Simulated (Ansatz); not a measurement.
# Ga3Se (Pm-3m) in Ansatz: convergence with ecutrho ratio

Aim: find how far ecutrho ratio must go before the results for Ga3Se settle, at PBE. This setting moves, with any that are tied to it; all else stays.

Everything below comes from runs of Ansatz 0.2.0. Logs are shortened: lines on timing, memory, paths and dates and some standing lists are left out, and cuts for length are marked.

### 1 The structure

The structure is cubic, space group Pm-3m (No. 221). The conventional cell has a = 4.432 Å, b = 4.432 Å, c = 4.432 Å, α = 90.00°, β = 90.00°, γ = 90.00°. Se (site symmetry m-3m) is surrounded by 12 Ga at 3.13 Å. Around Ga (site symmetry 4/mmm) lie 4 Se at 3.13 Å and 8 Ga at 3.13 Å.

The cell comes from a database or a generator and needn't be the stable form of this composition.

### 2 With ecutrho ratio 4

File input.yaml:

```yaml
crystal:
  lattice:
    - [4.432465, 0.0, 0.0]
    - [0.0, 4.432465, 0.0]
    - [0.0, 0.0, 4.432465]
  atoms:
    - { symbol: Se, position: [0.0, 0.0, 0.0] }
    - { symbol: Ga, position: [0.5, 0.5, 0.0] }
    - { symbol: Ga, position: [0.5, 0.0, 0.5] }
    - { symbol: Ga, position: [0.0, 0.5, 0.5] }
hamiltonian:
  xc: pbe
  pseudopotentials: { kind: paw_fr }
magnetization:
  noncollinear: true
  spin_orbit: true
kpoints:
  mp_grid: { grid: [5, 5, 5] }
scf:
  occupations: { method: gaussian, width: 0.1 }
output:
  forces: true
  stress: true
  eigenvalues: true
basis:
  ecutrho_ratio: 4
```

Potentials or basis: Ansatz PAW.

On the command line:

```bash
> ansatz run input.yaml --threads 2 --pin off --max-ram 5632MiB --backend cpu --events-out ev --progress --plain --runs-dir out
```

Standard output:

```text
Warning: RAYON_NUM_THREADS=2 ignored (pool sized by the plan → 2); use --threads N
Engine: ansatz 0.2.0, aarch64-unknown-linux-gnu
Pseudopotentials: kind: paw_fr
Pseudopotential: Se, paw_fr, valence charge 16, recommended cutoff 420 eV (normal), Se.paw.azcp#standard-fr
Pseudopotential: Ga, paw_fr, valence charge 13, recommended cutoff 420 eV (normal), Ga.paw.azcp#standard-fr
Functional definition: PBE
  parameter kappa = 0.804
  parameter beta = 0.06672455060314922
  exchange = pbe_x(kappa = kappa, mu = beta*pi^2/3)
  correlation = pbe_c(beta = beta)
non-collinear run that drives no moment, with spin-orbit: no starting moment large enough to seed its density (crystal.atoms[].spin), no starting occupations that ask for one, no magnetisation constraint and no magnetic field, so the semilocal B_xc is pinned to zero
Crystal: 4 atoms, lattice volume = 87.084 Å³
Basis set: ecut = 420 eV, 1743 PW (Γ), exchange–correlation on 60×60×60 points (8 copies of the dense FFT grid, shifted against one another)
Bands: 66, of which v1, the nominal top of the filled ones, is band 55 counted from 1 (54 counted from 0)
Symmetry: 48 space group operations + 48 with time reversal
Magnetic group: BNS 221.93 (UNI 1595), of the structure as read, at distance tolerance 4.4e-5 Å
k-points: 10 of 125
Projection manifold: j_resolved (fully-relativistic pseudo-atomic orbitals)
Non-local potential: Se, projectors of the file, l = 0: 2, l = 1: 4, l = 2: 6, l = 3: 2
Non-local potential: Ga, projectors of the file, l = 0: 2, l = 1: 4, l = 2: 6, l = 3: 2
PAW form: soft (Blöchl's): semilocal exchange-correlation on the pseudo side does not see the compensation charge
PAW one-centre angular grid: Se, 590 points (default); XC on 96 Gauss nodes
PAW one-centre angular grid: Ga, 590 points (default); XC on 64 Gauss nodes
Initial density: superposition of atomic densities (chi_scale 0.1, normalization cell, long waves kept (reshape's long-wave potential 0.02 eV rms))
Initial wavefunctions: pseudopotential atomic-orbital guess
Functional: x = pbe(κ = 0.804, μ = 0.2195149727645171), c = pbe(β = 0.06672455060314922)
SCF iter   1: F=—  HF=-16820.007041 eV  |F-HF|=—  |Δ(HF+E_count)|=         —  Δρ=4.89e-2  dr2=5.11e0  dr2_m=0.00e0 (ungated)  ethr=3.10e-3  |M|=0.00e0 ∫|m|=0.00e0 μB  |m|>n=0.0e0 m-floor=0.0e0 τ_xc=0.0e0  β_m=0.30  ⟨swp⟩=5.7  Hψ=1329  notcnv=0
preconditioner: auto → Resta (q_TF=auto, 2.527 Å⁻¹)  ε∞=4.2  [insulator: Δε(μ)=0.224 eV  Ē_g=15.021 eV  σ=0.100 eV  W_gap=0.85  n_scr=26 (ndim 8)  ℏωp=26.7 eV  f_vac=0.000  D(μ)=1.12/eV (n_scr^D=6)  ε∞_Penn≈4.2]
spin=Noncollinear: Resta preconditioning applied to the charge; magnetization (m_x, m_y, m_z) channels mix plain (no charge-response kernel on spin).
SCF iter   2: F=—  HF=-16819.031040 eV  |F-HF|=—  |Δ(HF+E_count)|=   9.76e-1  Δρ=2.50e-2  dr2=1.16e0  dr2_m=0.00e0 (ungated)  ethr=3.10e-3  |M|=0.00e0 ∫|m|=0.00e0 μB  |m|>n=0.0e0 m-floor=0.0e0 τ_xc=0.0e0  β_m=0.42  ⟨swp⟩=2.2  Hψ=510  notcnv=0  defer=40
SCF iter   3: F=—  HF=-16818.693877 eV  |F-HF|=—  |Δ(HF+E_count)|=   3.37e-1  Δρ=9.82e-3  dr2=7.04e-2  dr2_m=0.00e0 (ungated)  ethr=2.12e-3  |M|=0.00e0 ∫|m|=0.00e0 μB  |m|>n=0.0e0 m-floor=0.0e0 τ_xc=0.0e0  β_m=0.54  ⟨swp⟩=2.0  Hψ=399  notcnv=0  defer=40
SCF iter   4: F=—  HF=-16818.659137 eV  |F-HF|=—  |Δ(HF+E_count)|=   3.47e-2  Δρ=3.35e-3  dr2=7.47e-3  dr2_m=0.00e0 (ungated)  ethr=1.28e-4  |M|=0.00e0 ∫|m|=0.00e0 μB  |m|>n=0.0e0 m-floor=0.0e0 τ_xc=0.0e0  β_m=0.66  ⟨swp⟩=2.2  Hψ=680  notcnv=0  defer=40
SCF iter   5: F=—  HF=-16818.657336 eV  |F-HF|=—  |Δ(HF+E_count)|=   1.80e-3  Δρ=5.48e-4  dr2=4.01e-4  dr2_m=0.00e0 (ungated)  ethr=1.36e-5  |M|=0.00e0 ∫|m|=0.00e0 μB  |m|>n=0.0e0 m-floor=0.0e0 τ_xc=0.0e0  β_m=0.63  ⟨swp⟩=2.0  Hψ=538  notcnv=0  defer=40
SCF iter   6: F=—  HF=-16818.657126 eV  |F-HF|=—  |Δ(HF+E_count)|=   2.10e-4  Δρ=4.01e-4  dr2=1.20e-4  dr2_m=0.00e0 (ungated)  ethr=7.28e-7  |M|=0.00e0 ∫|m|=0.00e0 μB  |m|>n=0.0e0 m-floor=0.0e0 τ_xc=0.0e0  β_m=0.73  ⟨swp⟩=2.0  Hψ=583  notcnv=0  defer=40
SCF iter   7: F=—  HF=-16818.657116 eV  |F-HF|=—  |Δ(HF+E_count)|=   9.78e-6  Δρ=7.10e-5  dr2=5.01e-6  dr2_m=0.00e0 (ungated)  ethr=2.19e-7  |M|=0.00e0 ∫|m|=0.00e0 μB  |m|>n=0.0e0 m-floor=0.0e0 τ_xc=0.0e0  β_m=0.87  ⟨swp⟩=2.0  Hψ=587  notcnv=0  defer=40
SCF iter   8: F=—  HF=-16818.657108 eV  |F-HF|=—  |Δ(HF+E_count)|=   7.97e-6  Δρ=1.30e-5  dr2=1.16e-7  dr2_m=0.00e0 (ungated)  ethr=9.11e-9  |M|=0.00e0 ∫|m|=0.00e0 μB  |m|>n=0.0e0 m-floor=0.0e0 τ_xc=0.0e0  β_m=0.91  ⟨swp⟩=2.0  Hψ=587  notcnv=0  defer=40
SCF iter   9: F=-16818.657108 eV  HF=-16818.657108 eV  |F-HF|=5.54e-9  |Δ(HF+E_count)|=   1.49e-9  Δρ=2.76e-6  dr2=5.33e-9  dr2_m=0.00e0 (ungated)  ethr=1.82e-10  |M|=0.00e0 ∫|m|=0.00e0 μB  |m|>n=0.0e0 m-floor=0.0e0 τ_xc=0.0e0  ⟨swp⟩=9.6  Hψ=1290  notcnv=0
SCF 1 converged in 9 iterations: F = -16818.657108 eV  dr2 = 5.33e-9
SCF converged after 9 iterations
Magnetization: |M| = 0.0000 μB,  M = (+0.0000, +0.0000, +0.0000) μB
Absolute magnetization: 0.0000 μB (∫|m|)
  site 0: m = (+0.0000, +0.0000, +0.0000) μB, |m| = 0.0000 μB  (R = 1.29 Å)
  site 1: m = (+0.0000, +0.0000, +0.0000) μB, |m| = 0.0000 μB  (R = 1.29 Å)
  site 2: m = (+0.0000, +0.0000, +0.0000) μB, |m| = 0.0000 μB  (R = 1.29 Å)
  site 3: m = (+0.0000, +0.0000, +0.0000) μB, |m| = 0.0000 μB  (R = 1.29 Å)
Free energy (F): -16818.657108 eV
Harris-Foulkes:  -16818.657108 eV  (|F-HF|=5.54e-9)
Internal energy: -16818.636183 eV  (E = F + TS)
E sigma→0 (E₀):  -16818.646645 eV
Entropy (-TS):   -0.020926 eV (-5.231 meV/atom)
Fermi energy:    8.679827 eV
--- Per-component energies (eV) ---
  E_band       = -525.392149
  E_kinetic    = 458.187411
  E_local      = -7834.600701  (includes V_loc(G=0)·N_el)
  E_nonlocal   = 668.219505
  E_hartree    = 3721.426113
  E_xc         = -311.910315
  E_vxc        = -271.264976  (∫ρ·V_xc dr)
  E_paw        = -7863.163770  (= ΣΔE_a)
  E_vpaw       = -988.784875  (= ΣTr[D̂ρ^β])
  E_aug_tail   = -0.001018  (compensation charges beyond the density's cutoff)
  E_ewald      = -5656.793407
  E_smearing   = -0.020926  (= −TS)
  E_closure    = -0.000000  (closes the sum)
  Σ components = -16818.657108   (vs F -16818.657108, Δ=0.00e0)
--- Forces (eV/Å), atoms counted from 1 ---
  atom   1  Se    -0.00000000     0.00000000    -0.00000000
  atom   2  Ga    -0.00000000    -0.00000000    -0.00000000
  atom   3  Ga    -0.00000000    -0.00000000     0.00000000
  atom   4  Ga     0.00000000     0.00000000     0.00000000
  max |Σ_I F_I| component: 2.38e-29 eV/Å
--- Stress (GPa, compression-positive) ---
       -0.193340       0.000000       0.000000
        0.000000      -0.193340       0.000000
        0.000000       0.000000      -0.193340
  P = ⅓ Tr σ = -0.1933 GPa (-1.933 kbar)
--- Band table (eV; the first three rows and the last of 10) ---
  k-point 0: bands = ["-39.7582", "-39.7582", "-39.7582", "-39.7582", "-38.8643", "-38.8643", "-38.8643", "-38.8643", "-38.8643", "-38.8643", "-6.5274", "-6.5274", "-6.5207", "-6.5207", "-6.5207", "-6.5207", "-6.5088", "-6.5088", "-6.5063", "-6.5063", "-6.5063", "-6.5063", "-6.0810", "-6.0810", "-6.0810", "-6.0810", "-6.0798", "-6.0798", "-6.0367", "-6.0367", "-6.0367", "-6.0367", "-6.0358", "-6.0358", "-5.9959", "-5.9959", "-5.9367", "-5.9367", "-5.9367", "-5.9367", "-4.8245", "-4.8245", "1.1689", "1.1689", "4.8072", "4.8072", "4.9970", "4.9970", "4.9970", "4.9970", "5.8283", "5.8283", "5.8283", "5.8283", "10.1866", "10.1866", "10.3168", "10.3168", "10.3168", "10.3168", "13.0339", "13.0339", "13.0339", "13.0339", "13.1489", "13.1489"]
  k-point 1: bands = ["-39.7582", "-39.7582", "-39.7582", "-39.7582", "-38.8643", "-38.8643", "-38.8643", "-38.8643", "-38.8643", "-38.8643", "-6.5242", "-6.5242", "-6.5175", "-6.5175", "-6.5142", "-6.5142", "-6.5036", "-6.5036", "-6.5033", "-6.5033", "-6.4993", "-6.4993", "-6.0816", "-6.0816", "-6.0769", "-6.0769", "-6.0730", "-6.0730", "-6.0400", "-6.0400", "-6.0376", "-6.0376", "-6.0344", "-6.0344", "-6.0031", "-6.0031", "-5.9514", "-5.9514", "-5.9459", "-5.9459", "-4.7142", "-4.7142", "0.8724", "0.8724", "3.8245", "3.8245", "5.1069", "5.1069", "5.2487", "5.2487", "6.0158", "6.0158", "7.4838", "7.4838", "9.7532", "9.7532", "9.7738", "9.7738", "9.8876", "9.8876", "11.5617", "11.5617", "12.4432", "12.4432", "12.5751", "12.5751"]
  k-point 2: bands = ["-39.7582", "-39.7582", "-39.7582", "-39.7582", "-38.8644", "-38.8644", "-38.8643", "-38.8643", "-38.8643", "-38.8643", "-6.5215", "-6.5215", "-6.5094", "-6.5094", "-6.5085", "-6.5085", "-6.5002", "-6.5002", "-6.4908", "-6.4908", "-6.4855", "-6.4855", "-6.0841", "-6.0841", "-6.0688", "-6.0688", "-6.0550", "-6.0550", "-6.0462", "-6.0462", "-6.0377", "-6.0377", "-6.0302", "-6.0302", "-6.0204", "-6.0204", "-5.9795", "-5.9795", "-5.9622", "-5.9622", "-4.5073", "-4.5073", "0.2755", "0.2755", "3.4211", "3.4211", "5.6267", "5.6267", "5.8243", "5.8243", "6.4141", "6.4141", "7.7092", "7.7092", "8.6060", "8.6060", "8.6856", "8.6856", "10.0795", "10.0795", "11.5614", "11.5614", "12.6240", "12.6240", "12.8093", "12.8093"]
  k-point 9: bands = ["-39.7582", "-39.7582", "-39.7582", "-39.7582", "-38.8644", "-38.8644", "-38.8643", "-38.8643", "-38.8643", "-38.8643", "-6.5485", "-6.5485", "-6.5196", "-6.5196", "-6.5186", "-6.5186", "-6.4986", "-6.4986", "-6.4976", "-6.4976", "-6.4732", "-6.4732", "-6.1171", "-6.1171", "-6.0698", "-6.0698", "-6.0480", "-6.0480", "-6.0460", "-6.0460", "-6.0424", "-6.0424", "-6.0231", "-6.0231", "-6.0179", "-6.0179", "-5.9710", "-5.9710", "-5.9703", "-5.9703", "-3.9619", "-3.9619", "2.2170", "2.2170", "3.1553", "3.1553", "3.1949", "3.1949", "4.5919", "4.5919", "4.6631", "4.6631", "4.8025", "4.8025", "6.4748", "6.4748", "11.5063", "11.5063", "12.2797", "12.2797", "12.4228", "12.4228", "15.5807", "15.5807", "15.6051", "15.6051"]
```

Run time: 6.3 s. Hardware: 2 threads of Arm Neoverse V1, shared host; peak memory 0.59 GiB.

What came out:

| Property | Result |
| --- | --- |
| Free energy | -16818.6571 eV |
| Pressure | -0.2 GPa |
| Band gap on the k mesh | none (metal or under the smearing width) |

### 3 With ecutrho ratio 5

input.yaml: that of step 2 with these lines changed.

```diff
@@ -25,2 +25,2 @@
 basis:
-  ecutrho_ratio: 4
+  ecutrho_ratio: 5
```

Potentials or basis: Ansatz PAW.

On the command line:

```bash
> ansatz run input.yaml --threads 2 --pin off --max-ram 5632MiB --backend cpu --events-out ev --progress --plain --runs-dir out
```

It took 6.4 s on 2 threads of Arm Neoverse V1, shared host; peak memory 0.62 GiB.

What came out:

```
Free energy            : -16818.6571 eV
Pressure               : -0.2 GPa
Band gap on the k mesh : none (metal or under the smearing width)
```

### 4 With ecutrho ratio 6

input.yaml: that of step 3 with these lines changed.

```diff
@@ -25,2 +25,2 @@
 basis:
-  ecutrho_ratio: 5
+  ecutrho_ratio: 6
```

On the command line:

```bash
> ansatz run input.yaml --threads 2 --pin off --max-ram 5632MiB --backend cpu --events-out ev --progress --plain --runs-dir out
```

Wall time 6.4 s (2 threads of Arm Neoverse V1, shared host); peak memory 0.66 GiB.

What came out:

| Quantity | Value |
| --- | --- |
| Free energy | -16818.6571 eV |
| Pressure | -0.2 GPa |
| Band gap on the k mesh | none (metal or under the smearing width) |

### 5 With ecutrho ratio 8

input.yaml: that of step 4 with these lines changed.

```diff
@@ -25,2 +25,2 @@
 basis:
-  ecutrho_ratio: 6
+  ecutrho_ratio: 8
```

On the command line:

```bash
> ansatz run input.yaml --threads 2 --pin off --max-ram 5632MiB --backend cpu --events-out ev --progress --plain --runs-dir out
```

Wall time 6.6 s (2 threads of Arm Neoverse V1, shared host); peak memory 0.71 GiB.

The run converged. Its results:

```yaml
Free_energy: -16818.6571 eV
Pressure: -0.2 GPa
Band_gap_on_the_k_mesh: none (metal or under the smearing width)
```

### 6 With ecutrho ratio 10

input.yaml: that of step 5 with these lines changed.

```diff
@@ -25,2 +25,2 @@
 basis:
-  ecutrho_ratio: 8
+  ecutrho_ratio: 10
```

Potentials or basis: Ansatz PAW.

On the command line:

```bash
> ansatz run input.yaml --threads 2 --pin off --max-ram 5632MiB --backend cpu --events-out ev --progress --plain --runs-dir out
```

Wall time 6.8 s (2 threads of Arm Neoverse V1, shared host); peak memory 0.75 GiB.

The run converged. Its results:

| Quantity | Value |
| --- | --- |
| Free energy | -16818.6571 eV |
| Pressure | -0.2 GPa |
| Band gap on the k mesh | none (metal or under the smearing width) |

### 7 With ecutrho ratio 12

input.yaml: that of step 6 with these lines changed.

```diff
@@ -25,2 +25,2 @@
 basis:
-  ecutrho_ratio: 10
+  ecutrho_ratio: 12
```

On the command line:

```bash
> ansatz run input.yaml --threads 2 --pin off --max-ram 5632MiB --backend cpu --events-out ev --progress --plain --runs-dir out
```

Wall time 7.3 s (2 threads of Arm Neoverse V1, shared host); peak memory 0.83 GiB.

It converged, with:

```
Free energy            : -16818.6571 eV
Pressure               : -0.2 GPa
Band gap on the k mesh : none (metal or under the smearing width)
```

### 8 Result

```csv
ecutrho ratio,"energy less the tightest run, at zero smearing (meV/atom)",SCF cycles,CPU time (s),peak memory (GiB)
4,-0.01,9,12,0.59
5,0.00,9,12,0.62
6,0.00,9,13,0.66
8,0.00,9,13,0.71
10,0.00,9,13,0.75
12,0.00,9,14,0.83
```

Against the tightest run, the energy stays within 1 meV/atom from 4 on. The tightest run that finished is the yardstick and may itself not be fully converged.
